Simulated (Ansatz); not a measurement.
**ClFH4OSi2: up Jacob's ladder to CCSD(T)**

The task here is to estimate one member of a computed series from the others.

Program: Ansatz 0.2.0, Gaussian basis. Level of theory: functionals in def2-TZVPP, the program's frozen cores in correlated methods. These are calculated values, not measurements.

Levels to be run: PBE-D4, r2SCAN-D4, PBE0-D4, B3LYP-D4, ωB97X-V, ωB97M-V, B2PLYP; CCSD(T)/def2-TZVPP; MP2/def2-QZVPP; extrapolation to the limit.

## Structure used throughout

An earlier PBE0-D4 in a triple-zeta def2 set relaxation fixed the geometry.

9 atoms, charge 0, spin multiplicity 1.

Atoms are counted from 1 here; the program's logs count them from 0.

Bond lengths: O1–Si2 1.632 Å, O1–H6 0.959 Å, Si2–F3 1.602 Å, Si2–Si4 2.343 Å, Si2–H7 1.486 Å, Si4–Cl5 2.063 Å, Si4–H8 1.483 Å, Si4–H9 1.484 Å. Angles: Si2–O1–H6 119.4°, O1–Si2–F3 110.5°, O1–Si2–Si4 106.5°, O1–Si2–H7 111.1°, F3–Si2–Si4 108.7°, F3–Si2–H7 105.8°, Si4–Si2–H7 114.1°, Si2–Si4–Cl5 107.2°, Si2–Si4–H8 112.2°, Si2–Si4–H9 111.5°, Cl5–Si4–H8 108.5°, Cl5–Si4–H9 107.9°, H8–Si4–H9 109.5°.

Set-up of the first run:

in.yaml

```yaml
crystal:
  periodic: [false, false, false]
  atoms:
    - {symbol: O, position_ang: [-0.694053, 1.769637, -0.288186]}
    - {symbol: Si, position_ang: [0.201803, 0.490362, -0.763478]}
    - {symbol: F, position_ang: [-0.292967, -0.043200, -2.190626]}
    - {symbol: Si, position_ang: [-0.142835, -1.192487, 0.829932]}
    - {symbol: Cl, position_ang: [0.825679, -0.605341, 2.554460]}
    - {symbol: H, position_ang: [-0.514650, 2.633965, -0.661929]}
    - {symbol: H, position_ang: [1.626238, 0.872610, -0.944904]}
    - {symbol: H, position_ang: [-1.580738, -1.384385, 1.140104]}
    - {symbol: H, position_ang: [0.445524, -2.483462, 0.393628]}
basis:
  gaussian: {orbitals: def2-TZVPP}
hamiltonian: {xc: pbe, dispersion: d4}
output: {forces: true, orbitals: {seedname: orbitals}}
```

On the command line:

```sh
ansatz run in.yaml --threads 4 --pin off --events-out ev --progress --plain --max-ram 10444MiB
```

Among the steps run: PBE-D4 (GGA); r2SCAN-D4 (meta-GGA); PBE0-D4 (hybrid); B3LYP-D4 (hybrid); ωB97X-V (range-separated); ωB97M-V (range-separated); B2PLYP (double hybrid); CCSD(T) in def2-TZVPP; MP2 in def2-QZVPP.

One of the session's tables, all rows but one given; the rest of the session is left out.

It belongs to the step «Atomisation energies». 

| method | atomisation energy (eV) |
| --- | --- |
| PBE-D4 | 32.459 |
| r2SCAN-D4 | 32.441 |
| PBE0-D4 | 31.958 |
| B3LYP-D4 | 32.130 |
| ωB97X-V | 32.603 |
| ωB97M-V | 32.453 |
| B2PLYP | 31.895 |
| HF/def2-TZVPP | 23.942 |
| MP2/def2-TZVPP | 32.239 |
| CCSD/def2-TZVPP | ? |
| CCSD(T)/def2-TZVPP | 31.511 |
| MP2/CBS | 33.315 |
| CCSD(T)/CBS | 32.587 |

**Question.** Estimate the row for CCSD/def2-TZVPP.

**Answer.** atomisation energy (eV): 31.064. In the column «atomisation energy (eV)» it lies between HF/def2-TZVPP (23.942) and CCSD(T)/def2-TZVPP (31.511).

To keep in mind: Free atoms (1 O, 2 Si, 1 F, 1 Cl, 4 H) were run apart at each level; the atomisation energy is their sum less the molecule, without zero-point or spin-orbit terms.
